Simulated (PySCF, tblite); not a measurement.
# C5H5OS radical: geometry, infrared bands and EPR parameters

What infrared bands and EPR parameters should C5H5OS radical (`[C]#CCSCC=O`) show?

Programs: tblite 0.8.0 and PySCF 2.14.0, with density-fitted response routines of our own. Each step states its level of theory. These are calculated values for one molecule in the gas phase, unless marked as measured. Atoms count from 0, in the outputs and in this text.

### 1 The molecule as given

12 atoms, charge 0, multiplicity 2; geometry from: force field or distance geometry start.

Bonds of the start (Å): C0–C1 1.21, C1–C2 1.51, C2–S3 1.82, S3–C4 1.78, C4–C5 1.47, C5–O6 1.21, C2–H7 1.12, C2–H8 1.10, C4–H9 1.14, C4–H10 1.11, C5–H11 1.07.

### 2 Relaxing the molecule with GFN2-xTB

The job: settings as JSON, then the geometry in Å.

```
{"job": {"kind": "relax", "xc": "GFN2-xTB", "basis": "xTB"}, "charge": 0, "multiplicity": 2}
C      2.286600     2.121700    -0.406000
C      1.969100     0.995700    -0.079300
C      1.634400    -0.412700     0.334100
S      0.343200    -0.991100    -0.809900
C     -1.183100    -0.070400    -0.751800
C     -1.855700    -0.221200     0.550700
O     -1.764000     0.652400     1.384300
H      2.552800    -1.028000     0.126300
H      1.364400    -0.463500     1.397100
H     -1.871400    -0.488600    -1.558900
H     -1.058800     1.013000    -0.964500
H     -2.416300    -1.108000     0.751600
```

Launch:

```sh
$ OMP_NUM_THREADS=1 python probes_run.py task.json out
```

One launch serves the whole session: the jobs run in the order shown.

**Question.** This job is followed by: GFN2-xTB harmonic vibrations, gas phase; UKS B3LYP, pcH-1 on C H O S, non-relativistic, mean-field spin-orbit, GIAO. Predict these results of the whole session: strongest single infrared mode (GFN2-xTB); zero-point energy (GFN2-xTB); g(iso) (B3LYP); ⟨S²⟩; largest a(iso) (averaged by class); potential on the surface of density 0.002 e/bohr³, 1st and 99th percentile.

The runs gave:

| quantity | value |
| --- | --- |
| strongest single infrared mode (GFN2-xTB) | 1762 cm⁻¹, 306 km/mol |
| zero-point energy (GFN2-xTB) | 50.6 kcal/mol |
| g(iso) (B3LYP) | 2.00219 |
| ⟨S²⟩ | 0.770 (exact 0.75) |
| largest a(iso) (averaged by class) | 13C on C0, 1027.9 MHz |
| potential on the surface of density 0.002 e/bohr³, 1st and 99th percentile | -1.41 V and 1.41 V |

Over 72 steps the energy fell by 0.495 eV; of the close pairs, C4–H9 changed most, 1.140 to 1.086 Å. No mode is imaginary among the 30: a minimum at this level. The strongest single mode, at 1762 cm⁻¹, moves mainly C5 and O6. Unscaled tight-binding wavenumbers are off by several per cent, some by more. Its intensities can rank the bands wrongly. C0 carries the largest spin population, 1.16 e. The isotropic g lies 0.1 ppt below the free-electron value. These values are for one conformer; the search (at its own cheap level) found 2 more, at 0.77, 0.77 kcal/mol, and measured spectra average over such forms.
